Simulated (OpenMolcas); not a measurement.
# Ti²⁺ with 6 ligands (sulfide): CASSCF and CASPT2 levels and susceptibility

Which state of Ti²⁺ lies lowest among these ligands, how large is the field, and what χT follows?

The numbers are computed with OpenMolcas 26.06 (state-averaged CASSCF and CASPT2, spin-orbit coupling by RASSI with atomic mean-field integrals), except any that are marked as measured or tabulated.

## (1) Starting point

```
Species                           : Ti²⁺ (titanium, Z = 22, 20 electrons)
Basis                             : ANO-RCC-VDZP [5s4p2d1f], 142 functions with the ligands
Scalar Hamiltonian                : DKH2, point nucleus
Inactive shells                   : 1s 2s 2p 3s 3p of the metal, and all ligand shells
Active space                      : 2 electrons in 5 orbitals (3d)
Some configurations of this space : 3d²
Orbitals                          : optimised for each spin and parity, averaged over all roots
```

Outer shells as boxes (Hund's rule):

3d2
```
3d [↑ ][↑ ][  ][  ][  ]
```

Ti²⁺ is taken with 6 ligands (sulfide) in octahedron coordination (Oh) at 2.75 Å. A charge of +1.67 e stands 3.2 Å behind each ligand. Ligand basis ANO-RCC-VDZP. The distances are assumed, not relaxed.

```xyz
7

Ti    0.0000    0.0000    0.0000
S     2.7500    0.0000    0.0000
S     0.0000    2.7500    0.0000
S    -2.7500    0.0000    0.0000
S     0.0000   -2.7500    0.0000
S     0.0000    0.0000    2.7500
S     0.0000    0.0000   -2.7500
```

The work runs as a chain of OpenMolcas steps in one folder; each step below is one input file. Labels, J, g values, rates, χT and fits are worked out afterwards by a script from the matrices that RASSI stores. The input lists half of the charges; inversion (Group=XYZ) makes the rest.

## (2) One- and two-electron integrals

The input, a.inp:

```
&GATEWAY
Coord
7

Ti 0.0 0.0 0.0
S 2.750000 0.000000 0.000000
S 0.000000 2.750000 0.000000
S -2.750000 0.000000 0.000000
S 0.000000 -2.750000 0.000000
S 0.000000 0.000000 2.750000
S 0.000000 0.000000 -2.750000
Basis=Ti.ANO-RCC-VDZP,S.ANO-RCC-VDZP
Group=XYZ
NoMove
AngMom=0.0 0.0 0.0
AMFI
RICD
XField
3 Angstrom 0
5.950000 0.000000 0.000000 1.666667
0.000000 5.950000 0.000000 1.666667
0.000000 0.000000 5.950000 1.666667
&SEWARD
```

Command:

```
> OMP_NUM_THREADS=1 MOLCAS_MEM=2457 MOLCAS_PROJECT=a pymolcas a.inp > a.log
```

## (3) CASSCF: triplets of even parity, 10 roots

The input, a.inp:

```
&RASSCF
FileOrb=start.orb
Symmetry=1
Spin=3
nActEl=2 0 0
Inactive=30 33
Ras2=5 0
CIRoot=10 10 1
SDav=10
CIMx=300
Iter=150 100
PrWF=0.3
OrbListing=Nothing
MaxOrb=0
LevShft=1.0
>>> COPY $Project.JobIph JOB001
```

start.orb holds start orbitals that the driver prepared beforehand, or those of the step before.

## (4) CASSCF: singlets of even parity, 15 roots

The input, a.inp:

```
&RASSCF
FileOrb=start.orb
Symmetry=1
Spin=1
nActEl=2 0 0
Inactive=30 33
Ras2=5 0
CIRoot=15 15 1
SDav=15
CIMx=300
Iter=150 100
PrWF=0.3
OrbListing=Nothing
MaxOrb=0
LevShft=1.0
>>> COPY $Project.JobIph JOB002
```

## (5) RASSI: spin-orbit coupling between the states

The input, a.inp:

```
&RASSI
NrOfJobIphs=2 10 15
1 2 3 4 5 6 7 8 9 10
1 2 3 4 5 6 7 8 9 10 11 12 13 14 15
IphNames
JOB001
JOB002
EJob
SpinOrbit
DIPRint=1.0
SOCoupling=1000.0
Subsets=2
Property=9
'ANGMOM' 1 'ANGMOM' 2 'ANGMOM' 3 'MLTPL  1' 1 'MLTPL  1' 2 'MLTPL  1' 3
'AMFI' 1 'AMFI' 2 'AMFI' 3
SOProperty=3
'ANGMOM' 1 'ANGMOM' 2 'ANGMOM' 3
```

## (6) CASPT2: IPEA 0.25, imaginary shift 0.1 (closed shells correlated: 3s 3p of the metal, with ligand shells; the Frozen line counts the rest)

The input, a.inp:

```
>>> COPY JOB001 $Project.JobIph
&CASPT2
Multistate=10 1 2 3 4 5 6 7 8 9 10
NoMult
Frozen=17 18
IPEA=0.25
Imaginary=0.1
MaxIter=60
WThr=0.0 0.3 0.05
PrWF=0.5
NoMix
>>> COPY JOB002 $Project.JobIph
&CASPT2
Multistate=15 1 2 3 4 5 6 7 8 9 10 11 12 13 14 15
NoMult
Frozen=17 18
IPEA=0.25
Imaginary=0.1
MaxIter=60
WThr=0.0 0.3 0.05
PrWF=0.5
NoMix
```

(Steps that only read results are left out.)

**Question.** What will these runs give? Wanted: spin-free ground state; first state of the same spin within the active space; lowest level; next level.

As calculated:

```
                                            quantity                                                                                                                                          value
                                              method  SS-CASPT2, IPEA 0.25, imaginary shift 0.1 (closed shells correlated: 3s 3p of the metal, with ligand shells; the Frozen line counts the rest)
                              spin-free ground state                                                                                                                3T1, 3-fold in its orbital part
first state of the same spin within the active space                                                                                                                               3T2 at 2290 cm⁻¹
                                        lowest level                                                                                                                 2-fold E, g = 0.00, 0.00, 0.00
                                          next level                                                                                                                                      11.8 cm⁻¹
                                         χT at 300 K                                                                                                                                 1.15 cm³ K/mol
                           effective moment at 300 K                                                                                                                                        3.04 μB
```

Cost by method:

| method | time of its own steps | time with the reference |
| --- | --- | --- |
| A. CASSCF | 20 s | 20 s |
| B. SS-CASPT2, IPEA 0.25, imaginary shift 0.1, +3s 3p | 51 s | 71 s |

Times are of one thread on a shared host.

What this shows: The spin-free ground state (3T1) comes to 99 % from free-ion F terms and keeps the highest spin of the shell. χT at 300 K is 1.15, against 1.00 cm³ K/mol for the spin alone, so orbital moment adds to it. A ligand-field fit to the states below 45000 cm-1 gives 10Dq = 2977 cm-1, B = 653 cm-1 and C = 2015 cm-1 (C/B = 3.09), with a deviation of 480 cm-1. CASPT2 does not keep the components of a term degenerate, and the means are used. The bonds are covalent and no ligand orbital is active, so the numbers are rough. Bare point charges leave oxide and sulfide ligands too diffuse, so the field comes out too small.
